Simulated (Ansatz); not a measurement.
**C2H6F2Sn: basis-set convergence**

Aim: see how fast density functionals converge with the basis set for C2H6F2Sn.

The runs use Ansatz 0.2.0, Gaussian basis; one geometry, several basis sets.

Plan: PBE0-D4/def2-SVP; ωB97M-V/def2-SVP; PBE0-D4/def2-QZVPP; ωB97M-V/def2-QZVPP; the functionals' def2-TZVPP values are taken from earlier runs.

### Step 1. Structure used throughout

All runs share one geometry, relaxed beforehand with PBE0-D4 in a triple-zeta def2 set. Sn takes the def2 core potential; no spin-orbit term is included.

SMILES `C[CH2][SnH]([F])[F]`, 11 atoms, charge 0, spin multiplicity 1.

Atoms are counted from 1 here; the program's logs count them from 0.

Bond lengths: C1–C2 1.523 Å, C1–H6 1.092 Å, C1–H7 1.093 Å, C1–H8 1.092 Å, C2–Sn3 2.125 Å, C2–H9 1.092 Å, C2–H10 1.092 Å, Sn3–F4 1.919 Å, Sn3–F5 1.919 Å, Sn3–H11 1.699 Å. Angles: C2–C1–H6 111.6°, C2–C1–H7 110.4°, C2–C1–H8 111.6°, H6–C1–H7 107.7°, H6–C1–H8 107.7°, H7–C1–H8 107.7°, C1–C2–Sn3 111.2°, C1–C2–H9 111.9°, C1–C2–H10 111.9°, Sn3–C2–H9 107.1°, Sn3–C2–H10 107.1°, H9–C2–H10 107.4°, C2–Sn3–F4 105.9°, C2–Sn3–F5 106.0°, C2–Sn3–H11 127.7°, F4–Sn3–F5 102.6°, F4–Sn3–H11 106.0°, F5–Sn3–H11 106.0°.

### Step 2. PBE0-D4 in def2-SVP

in.yaml reads:

```yaml
crystal:
  periodic: [false, false, false]
  atoms:
    - {symbol: C, position_ang: [-1.418605, 0.346049, 0.127903]}
    - {symbol: C, position_ang: [-0.418330, -0.772153, -0.133204]}
    - {symbol: Sn, position_ang: [1.578511, -0.047848, -0.068844]}
    - {symbol: F, position_ang: [1.649064, 1.414054, -1.310276]}
    - {symbol: F, position_ang: [1.765889, 0.832443, 1.626214]}
    - {symbol: H, position_ang: [-1.336475, 1.139689, -0.617039]}
    - {symbol: H, position_ang: [-2.440447, -0.040680, 0.091529]}
    - {symbol: H, position_ang: [-1.268367, 0.797239, 1.110452]}
    - {symbol: H, position_ang: [-0.494983, -1.569115, 0.610083]}
    - {symbol: H, position_ang: [-0.563296, -1.227165, -1.115774]}
    - {symbol: H, position_ang: [3.012541, -0.929511, -0.300444]}
basis:
  gaussian: {orbitals: def2-SVP}
hamiltonian: {xc: pbe0, dispersion: d4}
output: {orbitals: {seedname: orbitals}}
```

Further steps of the session: ωB97M-V in def2-SVP; PBE0-D4 in def2-QZVPP; ωB97M-V in def2-QZVPP.

Before running them: what should the planned runs give, taken together? Wanted: PBE0-D4: double and triple zeta above quadruple; ωB97M-V: double and triple zeta above quadruple.

**Answer**, as computed:

```
                                       quantity           value
PBE0-D4: double and triple zeta above quadruple  10.31, 0.52 eV
ωB97M-V: double and triple zeta above quadruple  10.63, 0.51 eV
```

**Reading.** PBE0-D4 gains 9.79 eV from double to triple zeta, then 0.52 eV more. Total energies overstate the basis error of differences, where much of it tends to cancel. The LUMO of ωB97M-V is positive and keeps falling with the basis (1.71 to 0.93 eV): an unbound level that the basis holds in place.
